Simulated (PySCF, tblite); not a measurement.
# C₃H₁₂OSi₃: geometry, infrared bands and NMR shifts

What infrared bands and NMR shifts should C₃H₁₂OSi₃ (`O=C[SiH2]C[SiH2]C[SiH3]`) show?

The runs use tblite 0.8.0 and PySCF 2.14.0, with density-fitted response routines of our own; the level of theory stands in each step. All values are computed, except where a source is named. Atoms count from 0, in the outputs and in this text.

### 1 Starting geometry

19 atoms, charge 0, multiplicity 1; geometry from: force field or distance geometry start.

Bonds of the start (Å): O0–C1 1.21, C1–Si2 1.85, Si2–C3 1.83, C3–Si4 1.86, Si4–C5 1.84, C5–Si6 1.86, C1–H7 1.09, Si2–H8 1.46, Si2–H9 1.49, C3–H10 1.11, C3–H11 1.12, Si4–H12 1.47, Si4–H13 1.48, C5–H14 1.13, C5–H15 1.12, Si6–H16 1.45, Si6–H17 1.49, Si6–H18 1.47.

### 2 Relaxing the molecule with GFN2-xTB

Job settings and geometry (Å):

```
{"job": {"kind": "relax", "xc": "GFN2-xTB", "basis": "xTB"}, "charge": 0, "multiplicity": 1}
O     -4.088800    -0.104200    -0.825500
C     -3.462900     0.160900     0.172000
Si    -1.714100     0.731900     0.020700
C     -0.731600    -0.578700    -0.791400
Si     0.569700    -1.347100     0.288100
C      1.716400    -0.161100     1.092700
Si     2.661400     0.906600    -0.108200
H     -3.940800     0.035500     1.145100
H     -1.169100     1.265700     1.264600
H     -1.776900     1.894500    -0.908800
H     -0.311300    -0.168400    -1.730700
H     -1.438800    -1.400600    -1.064100
H      1.277300    -2.296400    -0.586200
H     -0.075400    -2.177000     1.331600
H      2.485000    -0.773100     1.647600
H      1.161100     0.460200     1.838600
H      2.272400     0.630400    -1.480000
H      4.115000     0.630400     0.061000
H      2.441400     2.299800     0.305400
```

Command:

```bash
> OMP_NUM_THREADS=1 python probes_run.py task.json out
```

The driver reads the jobs from task.json and runs them one after another.

**Question.** This job is followed by: GFN2-xTB harmonic vibrations, gas phase; GIAO PBE0/pcSseg-1 NMR shielding, non-relativistic, gas phase. Predict these results of the whole session: strongest single infrared mode (GFN2-xTB); zero-point energy (GFN2-xTB); ¹³C shifts against TMS (PBE0/pcSseg-1); ¹H shifts against TMS (PBE0/pcSseg-1, means over atoms taken as alike); ¹⁷O shifts against H2O (PBE0/pcSseg-1); ²⁹Si shifts against TMS (PBE0/pcSseg-1).

As calculated:

```
                                                              quantity                                      value
                             strongest single infrared mode (GFN2-xTB)                      2205 cm⁻¹, 783 km/mol
                                          zero-point energy (GFN2-xTB)                              80.3 kcal/mol
                                ¹³C shifts against TMS (PBE0/pcSseg-1)                    253.0, -11.6, -14.6 ppm
¹H shifts against TMS (PBE0/pcSseg-1, means over atoms taken as alike)  12.44, 4.78, 4.50, 3.93, -0.10, -0.18 ppm
                                ¹⁷O shifts against H2O (PBE0/pcSseg-1)                                  930.2 ppm
                               ²⁹Si shifts against TMS (PBE0/pcSseg-1)                    -39.5, -58.2, -74.9 ppm
```

Relaxing lowered the energy by 0.564 eV in 283 steps; the close pair that moved most is C1–Si2, from 1.846 to 1.918 Å. No mode is imaginary among the 51: a minimum at this level. The strongest single mode, at 2205 cm⁻¹, moves mainly H9 and H18. GFN2-xTB is a fitted tight-binding method: band positions and strengths are rough. Its intensities can rank the bands wrongly. At PBE0/pcSseg-1: Shielding is most anisotropic at O0 (span 2047 ppm, paramagnetic term -999 ppm).
